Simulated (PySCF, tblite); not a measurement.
# C₄H₁₂AlClO: geometry, infrared bands and NMR shifts

What infrared bands and NMR shifts should C₄H₁₂AlClO (`CC[O+](CC)[AlH2-][Cl]`) show?

Programs: tblite 0.8.0 and PySCF 2.14.0, with density-fitted response routines of our own. Each step states its level of theory. These are calculated values for one molecule in the gas phase, unless marked as measured. Atoms are numbered from 0 throughout.

## 1. Starting geometry

19 atoms, charge 0, multiplicity 1; geometry from: force field or distance geometry start.

Bonds of the start (Å): C0–C1 1.53, C1–O2 1.37, O2–C3 1.34, C3–C4 1.52, O2–Al5 1.76, Al5–Cl6 2.22, C0–H7 1.10, C0–H8 1.12, C0–H9 1.13, C1–H10 1.11, C1–H11 1.10, C3–H12 1.12, C3–H13 1.12, C4–H14 1.09, C4–H15 1.11, C4–H16 1.12, Al5–H17 1.60, Al5–H18 1.60.

## 2. Optimising the geometry with GFN2-xTB

Job settings and geometry (Å):

```
{"job": {"kind": "relax", "xc": "GFN2-xTB", "basis": "xTB"}, "charge": 0, "multiplicity": 1}
C     -1.709700    -0.740200    -1.021800
C     -0.866200     0.500500    -0.719300
O     -0.127000     0.230300     0.400900
C      0.733400    -0.798800     0.397300
C      1.834900    -0.703900    -0.646000
Al    -0.107300     1.415600     1.708400
Cl     1.321900     3.033700     1.198500
H     -1.100500    -1.391500    -1.662000
H     -2.665600    -0.429000    -1.518100
H     -2.036800    -1.237200    -0.064500
H     -1.590200     1.298900    -0.461200
H     -0.218400     0.780100    -1.559800
H      0.217900    -1.771100     0.178200
H      1.264000    -0.955900     1.368600
H      1.388500    -1.019900    -1.589500
H      2.276000     0.314000    -0.648800
H      2.655100    -1.431400    -0.396300
H      0.277500     0.848400     3.159000
H     -1.557500     2.066600     1.869000
```

Run with:

```
OMP_NUM_THREADS=1 python probes_run.py task.json out
```

This one command runs all jobs of the session in turn.

**Question.** This job is followed by: GFN2-xTB harmonic vibrations, gas phase; GIAO PBE0/pcSseg-1 NMR shielding, non-relativistic, gas phase. Predict these results of the whole session: strongest single infrared mode (GFN2-xTB); zero-point energy (GFN2-xTB); 13C shifts against TMS (PBE0/pcSseg-1, means over atoms taken as alike); 1H shifts against TMS (PBE0/pcSseg-1, means over atoms taken as alike); 17O shifts against H2O (PBE0/pcSseg-1); 27Al shifts against AlH4- (PBE0/pcSseg-1); 35Cl shifts against HCl (PBE0/pcSseg-1).

The runs gave:

| quantity | value |
| --- | --- |
| strongest single infrared mode (GFN2-xTB) | 691 cm⁻¹, 670 km/mol |
| zero-point energy (GFN2-xTB) | 94.3 kcal/mol |
| 13C shifts against TMS (PBE0/pcSseg-1, means over atoms taken as alike) | 64.5, 13.5 ppm |
| 1H shifts against TMS (PBE0/pcSseg-1, means over atoms taken as alike) | 4.36, 4.11, 1.38 ppm |
| 17O shifts against H2O (PBE0/pcSseg-1) | 52.2 ppm |
| 27Al shifts against AlH4- (PBE0/pcSseg-1) | 81.2 ppm |
| 35Cl shifts against HCl (PBE0/pcSseg-1) | -39 ppm |

What this shows: The optimisation took 123 steps and gained 1.107 eV; among the close pairs (by a distance rule), Al5–Cl6 changed most, from 2.218 to 2.052 Å. The lowest mode is slightly imaginary (19i cm⁻¹), a soft motion within the noise of the Hessian, so the minimum is not strictly shown. The strongest single mode, at 691 cm⁻¹, moves mainly H18 and H17. Unscaled tight-binding wavenumbers are off by several per cent, some by more. Its intensities can rank the bands wrongly. C1, C3 (mean) (sp3 CH2 bonded to O) lies farthest downfield among carbon, at 64.5 ppm; deshielded by the electronegative neighbour. H10, H11, H12, H13 (mean) (hydrogen on an sp3 CH2 bonded to O) lies farthest downfield among hydrogen, at 4.36 ppm; its carbon carries O, an electronegative neighbour. At PBE0/pcSseg-1: The largest span, 187 ppm, is at Cl6, where the paramagnetic term is -162 ppm.
